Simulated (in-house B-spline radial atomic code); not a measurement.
# P¹³⁺: RPA and G0W0 on different mean-field starts

Question: which mean-field start gives which removal energy for P¹³⁺, before and after G0W0?

Program: an in-house B-spline radial atomic code, version 1. Level of theory: RPA, second order, AC-SOSEX and G0W0 (contour deformation) on a scalar-relativistic mean field, all electrons; no spin-orbit coupling, Breit or QED terms, no two-electron picture change. These are calculated values, not measurements, unless marked.

**1. Starting point**

| Item | Value |
| --- | --- |
| element | phosphorus (Z = 15) |
| charge | +13 |
| electrons | 2 |
| configuration | 1s2 |
| next ion, run as well | 1s1 |
| Hamiltonian | scalar-relativistic (spin-free one-electron X2C), finite nucleus |
| starts | Hartree-Fock, PBE, B3LYP, BHandHLYP |

Outer shells as boxes (Hund's rule):

P13+
```
1s [↑↓]
```

**2. Run with the Hartree-Fock start**

Settings of the run:

```ini
Z = 15
electrons = 2.0
configuration = 1s2
hamiltonian = x2c
method = hf
lmax = 9
rms_radius = 3.1889
spin_polarised = False
box_radius = 5.53
intervals = 66
```

Command:

```bash
$ python run_gw.py task.json out
```

One command runs all members of the session, one after another, from task.json.

Further steps of the session: Run with the PBE start; Run with the B3LYP start; Run with the BHandHLYP start.

Before running it: what results should come out? Wanted: highest level, mean field; highest level, G0W0; RPA correlation energy; RPA+SOSEX.

**Answer**, as computed:

| quantity | value |
| --- | --- |
| highest level, mean field (range over the runs) | -2818.289 to -2725.520 eV |
| highest level, G0W0 (range over the runs) | -2817.881 to -2817.834 eV |
| RPA correlation energy | -0.09412 to -0.09106 hartree |
| RPA+SOSEX | -0.0471 to -0.0455 hartree |
| tabulated theoretical ionisation energy (1s shell) | 2816.9 eV (NIST Atomic Spectra Database, ionization energies) |
| G0W0 removal energy less that value | +0.925 to +0.973 eV |

**Reading.** Across the starts the mean-field level varies by 92.8 eV and the G0W0 level by 0.047 eV (0.051 % as much). Without exact exchange the level is bound too weakly, and G0W0 lowers it by 92 eV. The RPA energy is largest in size on PBE and smallest on Hartree-Fock, 3.2 % apart; over the runs it loosely follows the gap of the start, as smaller excitation energies give more correlation. All runs miss the tabulated theoretical ionisation energy, 2816.9 eV, by about +0.940 eV (+0.033 %), far more than they differ among themselves. The missing Breit and QED terms are far too small here to explain the miss, which is the method's own. Read as a removal energy, the bare PBE level is off by -91.4 eV (-3.2 %) and the nearest bare level, Hartree-Fock's, by +1.38 eV. As differences of total energies the mean miss over the starts is 0.57 eV for mean field, 1.7 eV for RPA, 1.1 eV for RPA+SOSEX.
